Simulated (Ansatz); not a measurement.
# Si₂H₆O + H₂O: a complex and its separated parts

Aim: how far the complex at one end of a reaction step lies below its separated, relaxed parts, level by level.

Method: PBE0-D4/def2-TZVP structures, single points in def2-TZVPP, no counterpoise correction; program: Ansatz 0.2.0, Gaussian basis.

Levels: SPW92, PBE-D4, BLYP-D4, r2SCAN-D4, B97M-V, PBE0-D4, B3LYP-D4, r2SCAN0-D4, BHLYP-D4, CAM-B3LYP-D4, wB97X-V, wB97M-V, B2PLYP, PBE-QIDH, RPA on PBE, Hartree-Fock, MP2, CCSD, CCSD(T).

Correlated methods freeze the cores. B3LYP uses VWN-RPA correlation. B2PLYP carries no dispersion term here.

94 further runs of the same task are left out: 94 set aside as unsound or not needed.

### Step 1. The starting structure

The complex: 12 atoms, charge 0, spin multiplicity 1.

Atoms are counted from 1 here; the program's logs count them from 0.

Bond lengths: Si1–O3 1.646 Å, Si1–H5 1.483 Å, Si1–H6 1.479 Å, Si1–H8 1.487 Å, O2–H7 0.960 Å, O2–H9 0.960 Å, O3–Si4 1.627 Å, Si4–H10 1.489 Å, Si4–H11 1.486 Å, Si4–H12 1.486 Å. Angles: O3–Si1–H5 106.8°, O3–Si1–H6 107.5°, O3–Si1–H8 107.7°, H5–Si1–H6 111.8°, H5–Si1–H8 111.1°, H6–Si1–H8 111.7°, H7–O2–H9 105.5°, Si1–O3–Si4 147.6°, O3–Si4–H10 110.5°, O3–Si4–H11 109.7°, O3–Si4–H12 109.7°, H10–Si4–H11 109.0°, H10–Si4–H12 108.9°, H11–Si4–H12 109.0°.

Geometry (Å):

```
Si    0.41698    0.06232   -0.36423
O     2.00539    2.27907   -1.13479
O    -0.51874   -1.22447    0.05774
Si   -1.61383   -1.84738    1.08705
H     0.01280    0.45635   -1.73553
H     1.82786   -0.37739   -0.31344
H     1.94304    2.97792   -0.47915
H     0.14708    1.15464    0.60734
H     1.64783    2.65384   -1.94339
H    -1.96664   -0.85366    2.13854
H    -1.05686   -3.06173    1.73709
H    -2.84500   -2.21950    0.34277
```

Its parts: Si₂H₆O holds atoms 1, 3, 4, 5, 6, 8, 10, 11, 12; H₂O holds atoms 2, 7, 9. Each part counts its atoms afresh in its own runs.

### Step 2. Relaxing Si₂H₆O alone

The input, relax-a/in.yaml:

```yaml
crystal:
  periodic: [false, false, false]
  atoms:
    - {symbol: Si, position_ang: [0.416977, 0.062322, -0.364233]}
    - {symbol: O, position_ang: [-0.518744, -1.224468, 0.057738]}
    - {symbol: Si, position_ang: [-1.613835, -1.847377, 1.087045]}
    - {symbol: H, position_ang: [0.012797, 0.456345, -1.735527]}
    - {symbol: H, position_ang: [1.827863, -0.377391, -0.313437]}
    - {symbol: H, position_ang: [0.147077, 1.154645, 0.607343]}
    - {symbol: H, position_ang: [-1.966642, -0.853663, 2.138535]}
    - {symbol: H, position_ang: [-1.056855, -3.061732, 1.737093]}
    - {symbol: H, position_ang: [-2.844997, -2.219500, 0.342769]}
basis:
  gaussian: {orbitals: def2-TZVP}
hamiltonian: {xc: pbe0, dispersion: d4}
relax: {f_tol: 0.005, max_steps: 200}
```

The run is started by

```
ansatz run in.yaml --threads 4 --pin off --events-out ev --progress --plain --max-ram 9574MiB
```

Further steps of the session: Relaxing H₂O alone; SPW92/def2-TZVPP; PBE-D4/def2-TZVPP; BLYP-D4/def2-TZVPP; r2SCAN-D4/def2-TZVPP; B97M-V/def2-TZVPP; PBE0-D4/def2-TZVPP; B3LYP-D4/def2-TZVPP; r2SCAN0-D4/def2-TZVPP; BHLYP-D4/def2-TZVPP; CAM-B3LYP-D4/def2-TZVPP; wB97X-V/def2-TZVPP; wB97M-V/def2-TZVPP; B2PLYP/def2-TZVPP; PBE-QIDH/def2-TZVPP; RPA on PBE/def2-TZVPP; CCSD(T)/def2-TZVPP; Vibrations of Si₂H₆O; Vibrations of H₂O.

Q: Predict the outcome of this session. Wanted: complex less parts, CCSD(T)/def2-TZVPP; with zero-point energy; largest T1 diagnostic.

**Answer**, as computed:

```
                              quantity      value
complex less parts, CCSD(T)/def2-TZVPP  -0.131 eV
                with zero-point energy  -0.075 eV
                 largest T1 diagnostic      0.011
```

At CCSD(T) the complex lies 0.131 eV below its parts. PBE-QIDH is the best functional here (+0.004 eV from CCSD(T)); SPW92 is the worst (-0.149 eV). By rung, the mean size of the error is: LDA 0.149, GGA 0.022, meta-GGA 0.034, hybrid 0.014, range-separated hybrid 0.028, double hybrid 0.014 eV. PBE-D4 gives a relative energy 0.039 eV too low, inside chemical accuracy (1 kcal/mol, 0.043 eV). The complex's frequency run has imaginary modes: the structure is no minimum, so both the energy and the zero-point correction are in doubt. No counterpoise was applied, and triple zeta lacks some correlation, so the CCSD(T) reference has a basis error of its own, and close matches with it are partly luck.
